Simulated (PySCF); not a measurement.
# CoNF: structure of the sextet

The task is one start of a wider search on CoNF: the sextet, from a bent start. It is relaxed, tested by its Hessian and followed downhill if it is a saddle.

The runs use PySCF 2.14.0; PBE0, basis Co def2-TZVP, N def2-TZVP, F def2-TZVP, no relativity, density fitting.

## Step 1: Where the work starts

3 atoms, charge 0, spin multiplicity 6.

Bond lengths: Co1–N2 1.630 Å, Co1–F3 1.750 Å. Angles: N2–Co1–F3 110.0°.

Coordinates in bohr (charge 0 multiplicity 6):
```
Co    0.0000    0.0000    0.0000
N    -2.5232    0.0000    1.7667
F     2.7089    0.0000    1.8969
```

## Step 2: Finding the electronic state

One driver script runs all steps and calls PySCF; scf.py shows how it sets up the SCF of each step. The optimiser is the driver's own. After this first run the driver tries any further starts and a stability analysis.

scf.py reads:

```python
from pyscf import gto, scf, dft
mol = gto.M(atom='''
Co     0.000000     0.000000     0.000000
N     -1.335200     0.000000     0.934900
F      1.433500     0.000000     1.003800''',
    basis={'Co': 'def2-TZVP', 'N': 'def2-TZVP', 'F': 'def2-TZVP'},
    charge=0, spin=5)
mf = dft.UKS(mol, xc='PBE0')
mf.grids.atom_grid = (50, 194)
aux = {'Co': 'def2-universal-JKFIT', 'N': 'def2-universal-JKFIT', 'F': 'def2-universal-JKFIT'}
mf = mf.density_fit(auxbasis=aux)
mf.conv_tol = 1e-08
mf.diis_space = 10
mf.max_cycle = 60
mf.init_guess = 'minao'
mf.verbose = 4
mf.kernel()
```

Command:

```
$ OMP_NUM_THREADS=4 python axn.py task.json out
```

Log:

```text
[... the frontier levels of the middle cycles are left out ...]
init E= -1535.94360696011
[... the frontier-level lines of each cycle are left out ...]
cycle= 1 E= -1520.74604402854  delta_E= 15.2  |g|=  5.7  |ddm|= 13.1
cycle= 2 E= -1473.83686343362  delta_E= 46.9  |g|= 13.6  |ddm|= 15.7
cycle= 3 E= -1517.71716796406  delta_E= -43.9  |g|= 8.52  |ddm|= 7.15
cycle= 4 E= -1522.08727639641  delta_E= -4.37  |g|= 7.21  |ddm|= 3.18
cycle= 5 E= -1524.52370723716  delta_E= -2.44  |g|= 6.35  |ddm|= 3.17
cycle= 6 E= -1530.77977193983  delta_E= -6.26  |g|= 4.97  |ddm|= 3.28
cycle= 7 E= -1532.32689448835  delta_E= -1.55  |g|= 4.09  |ddm|= 0.593
cycle= 8 E= -1535.60305372029  delta_E= -3.28  |g|= 2.42  |ddm|= 1.06
cycle= 9 E= -1535.85157276916  delta_E= -0.249  |g|= 2.04  |ddm|= 0.495
cycle= 10 E= -1536.26814930526  delta_E= -0.417  |g|= 1.64  |ddm|= 0.379
cycle= 11 E= -1536.76779003175  delta_E= -0.5  |g|= 0.614  |ddm|= 0.586
cycle= 12 E= -1536.66264564232  delta_E= 0.105  |g|= 0.955  |ddm|= 0.619
cycle= 13 E= -1536.90617741253  delta_E= -0.244  |g|= 0.0572  |ddm|= 0.333
cycle= 14 E= -1536.90842435515  delta_E= -0.00225  |g|= 0.0416  |ddm|= 0.0708
[... 1 cycles left out ...]
cycle= 16 E= -1536.91113706818  delta_E= -0.00144  |g|= 0.0179  |ddm|= 0.0608
cycle= 17 E= -1536.9124425696  delta_E= -0.00131  |g|= 0.00659  |ddm|= 0.0854
cycle= 18 E= -1536.91294261294  delta_E= -0.0005  |g|= 0.0036  |ddm|= 0.0595
cycle= 19 E= -1536.9130571702  delta_E= -0.000115  |g|= 0.00173  |ddm|= 0.0334
cycle= 20 E= -1536.91307497715  delta_E= -1.78e-05  |g|= 0.00136  |ddm|= 0.00703
cycle= 21 E= -1536.91308827919  delta_E= -1.33e-05  |g|= 0.00122  |ddm|= 0.00612
cycle= 22 E= -1536.91310878601  delta_E= -2.05e-05  |g|= 0.000814  |ddm|= 0.0114
cycle= 23 E= -1536.91312502633  delta_E= -1.62e-05  |g|= 0.000859  |ddm|= 0.0145
cycle= 24 E= -1536.91312830035  delta_E= -3.27e-06  |g|= 0.000492  |ddm|= 0.00476
cycle= 25 E= -1536.91313067453  delta_E= -2.37e-06  |g|= 0.000576  |ddm|= 0.00549
cycle= 26 E= -1536.91313146759  delta_E= -7.93e-07  |g|= 0.000414  |ddm|= 0.00449
cycle= 27 E= -1536.91313168138  delta_E= -2.14e-07  |g|= 7.5e-05  |ddm|= 0.00152
cycle= 28 E= -1536.91313169881  delta_E= -1.74e-08  |g|= 3.25e-05  |ddm|= 0.000368
cycle= 29 E= -1536.91313170328  delta_E= -4.48e-09  |g|= 1.55e-05  |ddm|= 0.000168
Extra cycle  E= -1536.91313170428  delta_E= -9.98e-10  |g|= 1.66e-05  |ddm|= 4.44e-05
converged SCF energy = -1536.91313170428  <S^2> = 8.7653493  2S+1 = 6.0051142
```

This step, with its further starts and checks, needed 15 s of wall time on 4 threads of Arm Neoverse V1, shared host.

Energies from each starting density:

```
                      start   energy (Eh)
    the minimal-basis guess  -1536.913132
a thermally smeared density  -1536.910981
      a smeared PBE density  -1536.910968
```

No lower solution of this spin turned up from the other starts or in the test of internal stability.

## Step 3: Bent start, sextet: relaxation

The program finds Cs symmetry in the start, which this walk keeps.

scf.py, as its differences from that of step 2:

```diff
@@ -3,3 +3,3 @@
-Co     0.000000     0.000000     0.000000
-N     -1.335200     0.000000     0.934900
-F      1.433500     0.000000     1.003800''',
+Co    -0.092863     0.000000    -0.349836
+N     -1.428063     0.000000     0.585064
+F      1.340637     0.000000     0.653964''',
@@ -15 +14,0 @@
-mf.init_guess = 'minao'
```

The optimiser's trace:

```
step   energy (Eh)  change (kJ/mol)  largest symmetric gradient (Eh/bohr)
   0  -1536.913132             0.00                               0.07810
   1  -1536.929856           -43.91                               0.03915
   2  -1536.939121           -68.24                               0.01174
   3  -1536.940680           -72.33                               0.01336
   4  -1536.941541           -74.59                               0.01141
   5  -1536.942637           -77.47                               0.00945
   6  -1536.943334           -79.30                               0.00308
   7  -1536.943424           -79.53                               0.00052
   8  -1536.943431           -79.55                               0.00056
   9  -1536.943434           -79.56                               0.00010
  10  -1536.943434           -79.56                               0.00003
```

The walk took 20 s.

Positions (Å) and forces (eV/Å) along the way:

```
step 0
Co  -0.093   0.000  -0.350   3.226   0.000  -1.717
N   -1.428   0.000   0.585  -4.018   0.000   1.948
F    1.341   0.000   0.654   0.792   0.000  -0.231
step 1
Co  -0.059   0.000  -0.320   1.650   0.000  -0.251
N   -1.545   0.000   0.579  -2.013   0.000   0.621
F    1.424   0.000   0.630   0.362   0.000  -0.371
step 5
Co  -0.011   0.000  -0.079  -0.344   0.000   0.349
N   -1.833   0.000   0.473   0.485   0.000  -0.226
F    1.664   0.000   0.495  -0.141   0.000  -0.123
step 10
Co  -0.026   0.000   0.012   0.002   0.000  -0.001
N   -1.838   0.000   0.427   0.000   0.000  -0.004
F    1.684   0.000   0.450  -0.002   0.000   0.005
```

It settles in Cs symmetry, 79.6 kJ/mol below the start, after 10 steps: Co–F 1.766 Å, Co–N 1.859 Å; F–Co–N 152.7°.

## Step 4: Hessian and properties

On the finer grid the gradient is checked again; gradients at displacements of ±0.02 bohr then give force constants and infrared intensities.

scf.py, as its differences from that of step 3:

```diff
@@ -3,3 +3,3 @@
-Co    -0.092863     0.000000    -0.349836
-N     -1.428063     0.000000     0.585064
-F      1.340637     0.000000     0.653964''',
+Co    -0.077713     0.000000    -0.147222
+N     -1.891654     0.000000     0.258553
+F      1.635517     0.000000     0.281168''',
@@ -9 +9 @@
-mf.grids.atom_grid = (50, 194)
+mf.grids.atom_grid = (75, 302)
@@ -12 +12 @@
-mf.conv_tol = 1e-08
+mf.conv_tol = 1e-10
```

The driver hands on the density of the step before, so the log starts near convergence.

SCF at the final geometry:

```text
init E= -1536.94335084883
[... the frontier-level lines of each cycle are left out ...]
cycle= 1 E= -1536.94335084883  delta_E= 1.59e-12  |g|= 6.38e-06  |ddm|= 3.58e-06
Extra cycle  E= -1536.94335084874  delta_E= 9.16e-11  |g|= 2.03e-05  |ddm|= 1.02e-05
converged SCF energy = -1536.94335084874  <S^2> = 8.763819  2S+1 = 6.0046046
```

The whole step took 60 s.

Geometry: Cs; Co–F 1.766 Å, Co–N 1.859 Å; F–Co–N 153.4°.

Modes, for the most abundant isotopes:

| symmetry | ω (cm⁻¹) | IR (km/mol) |
| --- | --- | --- |
| a' | 96 | 34.9 |
| a' | 521 | 9.5 |
| a' | 673 | 152 |

No imaginary mode, so this is a minimum.

Constants and moments:

- Dipole moment: 1.95 D
- Highest occupied level: -7.86 eV
- Lowest empty level: -3.98 eV
- Rotational constants: 4.622, 0.1663, 0.1606 cm⁻¹
- Zero-point energy: 7.7 kJ/mol
- Principal polarisabilities: 19.4, 21.1, 51.0 bohr³
- Atomisation energy without zero-point energy: 621 kJ/mol
- Principal traceless quadrupole moments about the centre of mass: -14.71, 7.30, 7.41 D Å
- Entropy at 298.15 K and 1 bar (electronic part: spin only): 291.4 J/(mol K)
- Heat capacity Cp at 298.15 K: 50.2 J/(mol K)
- Enthalpy at 298.15 K above 0 K: 12.74 kJ/mol
- Rotational symmetry number: 1
- Spin squared ⟨S²⟩: 8.764

Populations by atom (charges in e):

```tsv
atom	Mulliken	Löwdin	polar tensor	spin (Mulliken)	Mayer order to Co1
Co1	0.84	0.55	1.21	2.91	–
N2	-0.31	-0.20	-0.43	2.01	1.17
F3	-0.53	-0.35	-0.78	0.08	0.77
```

Mulliken populations on Co1: s 6.48, p 12.30, d 7.38, f 0.00.

## Step 5: What came out

| quantity | value |
| --- | --- |
| minimum | sextet, Cs |
| geometry | Co–F 1.766 Å, Co–N 1.859 Å; F–Co–N 153.4° |
| wavenumbers (cm⁻¹) | 96 (a'), 521 (a'), 673 (a') |
| dipole moment | 1.95 D |
| highest occupied, lowest empty level (either spin) | -7.86, -3.98 eV |
| polar-tensor charge of Co1 | +1.21 e |
| zero-point energy | 7.7 kJ/mol |
| entropy at 298.15 K | 291.4 J/(mol K) |
| atomisation energy (no zero-point energy) | 621 kJ/mol |
| ⟨S²⟩ | 8.764 |

What this shows: The molecule stays Cs, as typed, and the end point is a minimum. In the infrared the band at 673 cm⁻¹ (a', stretch) leads. Most of the spin sits on Co1 (Mulliken spin 2.91, against 5 for the whole molecule). Other starts or spin states, not run here, may lie lower. One determinant may miss the lowest occupation of an open d or f shell.

The search up to here took 95 s.
